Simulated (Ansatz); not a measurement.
# CH₄BBr, SMILES CBBr: a relaxed scan of one distance

Computed with Ansatz 0.2.0 through its Python package.

The cells in order, each with its output:

```python
import ansatz
from ase import Atoms
import numpy as np
```

```python
BASIS_SET = "def2-SVP"
FUNCTIONAL = "PBE0"
```

```python
atoms = Atoms(["C", "B", "Br", "H", "H", "H", "H"], positions=[
    (-0.6011, 0.3437, -0.0423),
    (0.7405, -0.3659, -0.1424),
    (1.3212, -1.5196, 1.3568),
    (-1.3908, -0.3446, 0.0549),
    (-0.8124, 0.9709, -0.9972),
    (-0.6483, 1.0863, 0.8197),
    (1.4521, -0.2388, -1.0952),
])
ch4bbr = ansatz.Crystal.molecule_from_ase(atoms)
```

```python
base = (
    ch4bbr.calculation()
    .basis(gaussian=BASIS_SET)
    .functional(FUNCTIONAL)
)
symbols = [site.symbol for site in ch4bbr.cartesian_sites]
pairs = [(0, 1), (0, 3), (0, 4), (0, 5), (1, 2), (1, 6)]
print("held (A)   E (eV)        ", "  ".join(f"{symbols[i]}{i}-{symbols[j]}{j}" for i, j in pairs))
for length in [1.07, 1.16, 1.25, 1.39, 1.57]:
    report = base.relax(constraints=[ansatz.DistanceConstraint((0, 4), at=length)], force_tolerance=0.02, max_steps=60).run().report
    xyz = np.array(report["positions_ang"])
    print(f"{length:6.2f} {report['free_energy_ev']:14.5f}  ", "  ".join(f"{np.linalg.norm(xyz[i] - xyz[j]):.3f}" for i, j in pairs))
```

    held (A)   E (eV)         C0-B1  C0-H3  C0-H4  C0-H5  B1-Br2  B1-H6
    DeckWarning: relax.constraints: the input's atoms, or those drawn, lie off the distances that are held; a relaxation that starts there is brought onto them ahead of its first SCF, by positions alone, an atom by 4.59e-2 Å at the most. With the symmetry detection on, the symmetry is detected on the input's atoms as so brought (as typed, where only the drawn atoms reach the distances), and notices that speak of the structure as typed mean those atoms
      1.07   -71805.52974   1.553  1.098  1.070  1.108  1.911  1.206
      1.16   -71805.50860   1.551  1.098  1.160  1.102  1.912  1.206
      1.25   -71805.30334   1.548  1.098  1.250  1.100  1.913  1.206
      1.39   -71804.79990   1.540  1.096  1.390  1.098  1.915  1.206
      1.57   -71804.08796   1.512  1.095  1.570  1.096  1.941  1.206

Reading the output:
- These settings explore the input space; basis and method may be short of convergence.
- Warnings are shown shortened and without file and line.
- The energies are electronic: no zero-point or thermal terms, and the basis set is short of its limit.
- Timing: 3.4 min on 1 thread of Arm Neoverse V2, on a shared host, peak memory 0.23 GiB.
